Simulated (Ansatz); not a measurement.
Write a Python script for Ansatz's Python interface that makes a single point from an input written key by key of BrCl2GeH, SMILES [Cl][GeH]([Cl])[Br]. Use: B3LYP, def2-SVP basis, multiplicity 1.

```yaml
atoms:
  - { symbol: Cl, position_ang: [-1.1373, -0.1004, 1.7934] }
  - { symbol: Ge, position_ang: [0.0794, 0.0873, 0.0322] }
  - { symbol: Cl, position_ang: [1.2777, -1.6858, -0.1320] }
  - { symbol: Br, position_ang: [-1.1662, 0.2944, -1.8757] }
  - { symbol: H, position_ang: [0.9963, 1.3309, 0.1406] }
```

`deck_brcl2geh.py`
```python
'''BrCl2GeH through the session interface.'''

import ansatz as az
import numpy as np

deck = {
    'crystal': {
        'periodic': [False, False, False],
        'atoms': [
            {'symbol': 'Cl', 'position_ang': [-1.1373, -0.1004, 1.7934]},
            {'symbol': 'Ge', 'position_ang': [0.0794, 0.0873, 0.0322]},
            {'symbol': 'Cl', 'position_ang': [1.2777, -1.6858, -0.132]},
            {'symbol': 'Br', 'position_ang': [-1.1662, 0.2944, -1.8757]},
            {'symbol': 'H', 'position_ang': [0.9963, 1.3309, 0.1406]},
        ],
    },
    'basis': {'gaussian': {'orbitals': 'def2-SVP'}},
    'hamiltonian': {'xc': 'b3lyp'},
    'output': {'forces': True},
}
session = az.Session.from_dict(deck)
summary = session.plan(threads=1).execute().report

print(f'E = {summary["free_energy_ev"]:.6f} eV = {summary["free_energy_ev"] / 27.211386246:.7f} Ha')
print('converged:', summary['converged'], ' doubts:', summary['published_state_doubts'] or 'none')
symbols = ['Cl', 'Ge', 'Cl', 'Br', 'H']
field = summary['mean_field']
print('<S^2> =', round(abs(field['state']['spin_squared']), 4), ' all-electron relativity setting:', field['relativity'])
print('passes:', field['passes'])
if 'symmetry' in field:
    print('occupied orbitals by irrep:', field['symmetry']['occupied'])

forces = np.array(summary['forces_ev_ang'])
print('largest force', round(float(np.linalg.norm(forces, axis=1).max()), 4), 'eV/A, rms', round(float(np.sqrt((forces ** 2).mean())), 4))
charges = summary['charge_distribution']
print('dipole moment', round(4.803205 * float(np.linalg.norm(charges['dipole_moment_e_ang'])), 3), 'D')
print('Mulliken:', [(s, round(q, 3)) for s, q in zip(symbols, charges['mulliken_charges_e'])])
```

`python deck_brcl2geh.py` gives:
```text
E = -151608.749475 eV = -5571.5187791 Ha
converged: True  doubts: none
<S^2> = 0.0  all-electron relativity setting: none
passes: {'evaluations': 13, 'products': 11}
occupied orbitals by irrep: [{'A': 51}, {'A': 51}]
largest force 0.6166 eV/A, rms 0.2106
dipole moment 1.246 D
Mulliken: [('Cl', -0.195), ('Ge', 0.618), ('Cl', -0.201), ('Br', -0.183), ('H', -0.039)]
```

What to keep in mind:
- Total energies depend on the basis set; only differences at equal settings carry meaning.
- The geometry is a force-field or estimated start, not a minimum of this method, and the basis set is short of its limit.
- b3lyp holds the VWN-RPA fit, as in Gaussian; the form of ORCA and Turbomole is b3lyp5.
- It ran for 5.7 s on 1 thread of Arm Neoverse V1 (shared host), peak memory 0.31 GiB.

(Lines on the test bed's own set-up are left out of the output.)
